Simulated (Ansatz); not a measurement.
# SiHI3: how energies converge with the basis set

An exercise on one series of results from a longer session: the logs are not shown, and one member is left open.

Program: Ansatz 0.2.0, Gaussian basis. Level of theory: one geometry, several basis sets. These are calculated values, not measurements.

Levels to be run: PBE0-D4/def2-SVP; ωB97M-V/def2-SVP; PBE0-D4/def2-QZVPP; ωB97M-V/def2-QZVPP; the functionals' def2-TZVPP values are taken from earlier runs.

1 further run of the same task is left out (for a known fault of the program).

## Structure used throughout

An earlier PBE0-D4 in a triple-zeta def2 set relaxation fixed the geometry. I takes the def2 core potential; no spin-orbit term is included.

SMILES `I[SiH](I)I`, 5 atoms, charge 0, spin multiplicity 1.

Atoms are counted from 1 here; the program's logs count them from 0.

Bond lengths: I1–Si2 2.426 Å, Si2–I3 2.426 Å, Si2–I4 2.426 Å, Si2–H5 1.476 Å. Angles: I1–Si2–I3 110.6°, I1–Si2–I4 110.6°, I1–Si2–H5 108.3°, I3–Si2–I4 110.6°, I3–Si2–H5 108.3°, I4–Si2–H5 108.3°.

Coordinates:

```mol
HI3Si
  3D, bonds by distance, orders not assigned

  5  4  0  0  0  0  0  0  0  0999 V2000
   -1.4667   -0.1608    1.8529 I   0  0
    0.0704    0.1353   -0.0008 Si  0  0
    1.9125   -1.4357    0.1577 I   0  0
   -1.0868   -0.1159   -2.1185 I   0  0
    0.6205    1.5034    0.0674 H   0  0
  1  2  8  0
  2  3  8  0
  2  4  8  0
  2  5  8  0
M  END
```

Set-up of the first run:

Contents of in.yaml:

```yaml
crystal:
  periodic: [false, false, false]
  atoms:
    - {symbol: I, position_ang: [-1.466705, -0.160755, 1.852922]}
    - {symbol: Si, position_ang: [0.070368, 0.135316, -0.000806]}
    - {symbol: I, position_ang: [1.912482, -1.435735, 0.157674]}
    - {symbol: I, position_ang: [-1.086803, -0.115902, -2.118464]}
    - {symbol: H, position_ang: [0.620459, 1.503377, 0.067374]}
basis:
  gaussian: {orbitals: def2-SVP}
hamiltonian: {xc: pbe0, dispersion: d4}
output: {orbitals: {seedname: orbitals}}
```

Command:

```console
> ansatz run in.yaml --threads 4 --pin off --events-out ev --progress --plain --max-ram 10444MiB
```

Steps of the session up to this table: PBE0-D4 in def2-SVP; ωB97M-V in def2-SVP; PBE0-D4 in def2-QZVPP; ωB97M-V in def2-QZVPP.

One of the session's tables, all rows but one given; the rest of the session is left out.

It belongs to the step «Density functionals: the series». 

| functional | basis | HOMO (eV) | LUMO (eV) |
| --- | --- | --- | --- |
| PBE0-D4 | def2-SVP | -7.62 | -2.01 |
| PBE0-D4 | def2-TZVPP | -7.65 | -2.03 |
| PBE0-D4 | def2-QZVPP | -7.66 | -2.07 |
| ωB97M-V | def2-SVP | ? | ? |
| ωB97M-V | def2-TZVPP | -9.72 | -0.25 |
| ωB97M-V | def2-QZVPP | -9.73 | -0.32 |

Q: Estimate the row for ωB97M-V, def2-SVP from the others.

As computed: HOMO (eV): -9.68; LUMO (eV): -0.14. In the column «HOMO (eV)» it lies between ωB97M-V, def2-TZVPP (-9.72) and PBE0-D4, def2-QZVPP (-7.66).
